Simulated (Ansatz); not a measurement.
# CH₂I radical (SMILES [CH2]I): one structure at several levels

An exercise on one series of results from a longer session: the logs are not shown, and one member is left open.

Program: Ansatz 0.2.0, Gaussian basis. Level of theory: single points in def2-TZVPP. These are calculated values, not measurements.

Correlated methods freeze the cores. Filled d shells of the heavier atoms are correlated. Core potentials replace the inner electrons past krypton, and spin-orbit coupling is left out. Orbitals are unrestricted.

## The starting structure

SMILES `[CH2]I`, 4 atoms, charge 0, spin multiplicity 2.

Atoms are counted from 1 here; the program's logs count them from 0.

Bond lengths: C1–I2 1.992 Å, C1–H3 0.987 Å, C1–H4 1.100 Å. Angles: I2–C1–H3 120.8°, I2–C1–H4 117.0°, H3–C1–H4 115.4°.

Coordinates:

```
C     0.04470   -0.15640   -0.19530
I     0.77850    1.04610    1.21240
H    -0.73380    0.11520   -0.73710
H     0.14930   -1.23930   -0.03050
```

The first run:

File run/in.yaml:

```yaml
crystal:
  periodic: [false, false, false]
  atoms:
    - {symbol: C, position_ang: [0.044700, -0.156400, -0.195300]}
    - {symbol: I, position_ang: [0.778500, 1.046100, 1.212400]}
    - {symbol: H, position_ang: [-0.733800, 0.115200, -0.737100]}
    - {symbol: H, position_ang: [0.149300, -1.239300, -0.030500]}
basis:
  gaussian: {orbitals: def2-TZVPP}
magnetization: {spin_polarized: true, initial_magnetization: 1}
correlation: {method: ccsd_t}
scf: {omitted_lower_state_checks: [cluster_reference]}
output: {forces: true}
```

No record of the launch command was kept for these runs.

Among the steps run: CCSD(T)/def2-TZVPP; PBE0-D4/def2-TZVPP; wB97M-V/def2-TZVPP; r2SCAN-D4/def2-TZVPP; PBE-D4/def2-TZVPP; HSE06-D4/def2-TZVPP; LC-wPBE/def2-TZVPP.

One table of the session follows, with a row left open; its other results are not shown here.

```
   method  RMS force component (eV/Å)  angle to CCSD(T) forces (°)  dipole (D)
  CCSD(T)                       1.841                    reference        0.68
  PBE0-D4                       1.858                          1.9        0.74
  wB97M-V                       1.819                          1.7        0.69
r2SCAN-D4                       1.843                          1.0        0.77
   PBE-D4                           ?                            ?           ?
 HSE06-D4                       1.859                          1.9        0.74
  LC-wPBE                       1.871                          4.9        0.82
```

**Question.** Estimate the row for PBE-D4.

**Answer.** RMS force component (eV/Å): 1.894; angle to CCSD(T) forces (°): 3.7; dipole (D): 0.57. In the column «RMS force component (eV/Å)» it is the highest.
